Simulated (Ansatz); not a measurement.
# C2H9BGe: small, medium and large basis sets

One table from this session's results is given with a row withheld; the runs are named, their logs left out.

Computed with Ansatz 0.2.0, Gaussian basis. Level: one geometry, several basis sets.

Levels to be run: PBE0-D4/def2-SVP; ωB97M-V/def2-SVP; PBE0-D4/def2-QZVPP; ωB97M-V/def2-QZVPP; the functionals' def2-TZVPP values are taken from earlier runs.

### The relaxed structure

The geometry comes from an earlier relaxation with PBE0-D4 in a triple-zeta def2 set; it is a stationary point, not always the lowest conformer.

13 atoms, charge 0, spin multiplicity 1.

Atoms are counted from 1 here; the program's logs count them from 0.

Bond lengths: C1–B2 1.558 Å, C1–H5 1.092 Å, C1–H6 1.103 Å, C1–H7 1.094 Å, B2–C3 1.559 Å, B2–Ge4 2.080 Å, C3–H8 1.094 Å, C3–H9 1.103 Å, C3–H10 1.092 Å, Ge4–H11 1.544 Å, Ge4–H12 1.542 Å, Ge4–H13 1.544 Å. Angles: B2–C1–H5 114.8°, B2–C1–H6 105.0°, B2–C1–H7 114.5°, H5–C1–H6 105.1°, H5–C1–H7 109.9°, H6–C1–H7 106.5°, C1–B2–C3 121.3°, C1–B2–Ge4 120.1°, C3–B2–Ge4 118.7°, B2–C3–H8 113.9°, B2–C3–H9 104.7°, B2–C3–H10 115.7°, H8–C3–H9 106.0°, H8–C3–H10 109.8°, H9–C3–H10 105.8°, B2–Ge4–H11 111.1°, B2–Ge4–H12 114.3°, B2–Ge4–H13 110.9° and more.

The first run:

Input file in.yaml:

```yaml
crystal:
  periodic: [false, false, false]
  atoms:
    - {symbol: C, position_ang: [-0.180906, 1.601634, -0.483657]}
    - {symbol: B, position_ang: [0.114147, 0.171678, 0.059853]}
    - {symbol: C, position_ang: [1.273465, -0.087274, 1.069479]}
    - {symbol: Ge, position_ang: [-1.045542, -1.439181, -0.561691]}
    - {symbol: H, position_ang: [-0.538730, 1.635127, -1.515331]}
    - {symbol: H, position_ang: [-1.023203, 1.970129, 0.125233]}
    - {symbol: H, position_ang: [0.636488, 2.315725, -0.348843]}
    - {symbol: H, position_ang: [1.561633, 0.795028, 1.648720]}
    - {symbol: H, position_ang: [2.143228, -0.334347, 0.438327]}
    - {symbol: H, position_ang: [1.138853, -0.940493, 1.737365]}
    - {symbol: H, position_ang: [-1.773877, -2.093198, 0.632672]}
    - {symbol: H, position_ang: [-2.120169, -1.081781, -1.608803]}
    - {symbol: H, position_ang: [-0.164891, -2.547846, -1.178523]}
basis:
  gaussian: {orbitals: def2-SVP}
hamiltonian: {xc: pbe0, dispersion: d4}
output: {orbitals: {seedname: orbitals}}
```

Steps of the session up to this table: PBE0-D4 in def2-SVP; ωB97M-V in def2-SVP; PBE0-D4 in def2-QZVPP; ωB97M-V in def2-QZVPP.

One of the session's tables, all rows but one given; the rest of the session is left out.

It belongs to the step «Functionals by basis». 

| functional | basis | HOMO (eV) |
| --- | --- | --- |
| PBE0-D4 | def2-SVP | ? |
| PBE0-D4 | def2-TZVPP | -7.53 |
| PBE0-D4 | def2-QZVPP | -7.54 |
| ωB97M-V | def2-SVP | -9.60 |
| ωB97M-V | def2-TZVPP | -9.66 |
| ωB97M-V | def2-QZVPP | -9.67 |

Estimate the missing values for PBE0-D4, def2-SVP.

**Answer.** HOMO (eV): -7.50. In the column «HOMO (eV)» it is the highest.
